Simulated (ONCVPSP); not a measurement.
**Pseudopotential generation for tungsten: ONCV, LDA (Perdew-Wang 92)**

Task: generate the file, and judge it by its errors in other configurations, its logarithmic derivatives, its ghosts and its cutoff.

The numbers are computed with ONCVPSP 4.0.1 (LDA (Perdew-Wang 92), scalar-relativistic, spin-unpolarised reference atom).

3 further runs of the same task are left out: 1 that didn't finish, 2 set aside as unsound or not needed.

## (1) The atom and the settings

The settings as typed:

- element: tungsten (W, Z = 74)
- type: optimised norm-conserving Vanderbilt (ONCV)
- frozen core: [Kr] 4d10 4f14
- valence charge: 14
- reference configuration: 5s2 5p6 5d4 6s1.75 6p0.25
- partial waves: 5s+6s: rc 1.50 bohr, ncon 4, nbas 8, qcut 7.4 1/bohr, 2 projectors; 5p+6p: rc 2.00 bohr, ncon 4, nbas 7, qcut 8.7 1/bohr, 2 projectors; 5d: rc 2.60 bohr, ncon 4, nbas 8, qcut 6.5 1/bohr, 2 projectors, debl 1.1 Ha; f scattering state at 0.08 Ha: rc 2.80 bohr, ncon 4, nbas 9, qcut 3.7 1/bohr, 2 projectors, debl 0.3 Ha
- local potential: polynomial inside 1.35 bohr (lpopt 5, dvloc0 0 Ha)
- core correction: Teter function, fcfact 5.5, rcfact 1.05

An earlier all-electron run gives the scale for the radii.

All-electron outer shells of the reference configuration (LDA (PZ), scalar-relativistic, ld1.x):

```tsv
shell	level (eV)	outermost node (bohr)	outermost maximum (bohr)
4d	-238.68	0.22	0.45
5s	-79.71	0.53	0.96
5p	-43.80	0.57	1.09
4f	-33.88	–	0.43
6s	-6.20	1.28	2.64
5d	-5.06	0.63	1.50
6p	-1.70	1.53	3.70
```

## (2) The generation run

The input, W.dat:

```
# ATOM AND REFERENCE CONFIGURATION
# atsym  z   nc   nv     iexc    psfile
  W 74.00   10    5  -001012      upf
#
#   n    l    f
    1    0    2.00
    2    0    2.00
    2    1    6.00
    3    0    2.00
    3    1    6.00
    3    2   10.00
    4    0    2.00
    4    1    6.00
    4    2   10.00
    4    3   14.00
    5    0    2.00
    5    1    6.00
    5    2    4.00
    6    0    1.75
    6    1    0.25
#
# PSEUDOPOTENTIAL AND OPTIMIZATION
# lmax
    3
#
#   l,   rc,      ep,       ncon, nbas, qcut
    0    1.50    0.00    4    8    7.40
    1    2.00    0.00    4    7    8.70
    2    2.60    0.00    4    8    6.50
    3    2.80    0.08    4    9    3.70
#
# LOCAL POTENTIAL
# lloc, lpopt,  rc(5),   dvloc0
    4    5    1.35    0.00
#
# VANDERBILT-KLEINMAN-BYLANDER PROJECTORs
# l, nproj, debl
    0    2    3.00
    1    2    3.20
    2    2    1.10
    3    2    0.30
#
# MODEL CORE CHARGE
# icmod, fcfact, rcfact
    3    5.50    1.05
#
# LOG DERIVATIVE ANALYSIS
# epsh1, epsh2, depsh
   -4.00    5.00    0.02
#
# OUTPUT GRID
# rlmax, drl
    6.00    0.01
#
# TEST CONFIGURATIONS
# ncnf
    4
# nvcnf
#   n    l    f
    5
    5    0    2.00
    5    1    6.00
    5    2    4.00
    6    0    2.00
    6    1    0.00
#
    5
    5    0    2.00
    5    1    6.00
    5    2    4.00
    6    0    1.00
    6    1    0.00
#
    5
    5    0    2.00
    5    1    6.00
    5    2    4.00
    6    0    0.00
    6    1    0.00
#
    5
    5    0    2.00
    5    1    6.00
    5    2    4.00
    6    0    0.00
    6    1    1.00
#
```

The run is started by

```bash
oncvpsp.x < W.dat > W.out
```

What does the calculation give? Wanted: cutoffs for 1 and 0.1 mHa per electron, occupied waves; bound ghosts; GHOST(+) flags; largest test error; largest phase difference near zero energy, channels read; rms error of d²Exc/dn², without and with the model core.

**Answer**, as computed:

| quantity | value |
| --- | --- |
| cutoffs for 1 and 0.1 mHa per electron, occupied waves | 22 Ha and 27 Ha |
| bound ghosts | none found |
| GHOST(+) flags | f at 429 eV, f at 691 eV (1 near or above the test basis's cutoff) |
| largest test error (AE − PS) | -4.7 meV, for 5s2 5p6 5d4 6s0 6p0 |
| largest phase difference near zero energy, channels read | 0.000 rad |
| rms error of d²Exc/dn², without and with the model core | 5.92 and 3.15 mHa |

**Reading.** By total energies transferability is very good: the largest error is 4.7 meV on 24.0 eV, for 5s2 5p6 5d4 6s0 6p0. It counts as of middling hardness, with 22 Ha needed at the looser tolerance. The program's ghost test flags no bound state. Near zero energy the phases of the channels with partial waves agree within 0.001 rad. The program also flags highly localised states, GHOST(+) (f). Note that the frozen 4f shell (-34 eV) lies higher than the valence 5s shell (-80 eV). All of this concerns the isolated atom, not yet a solid.
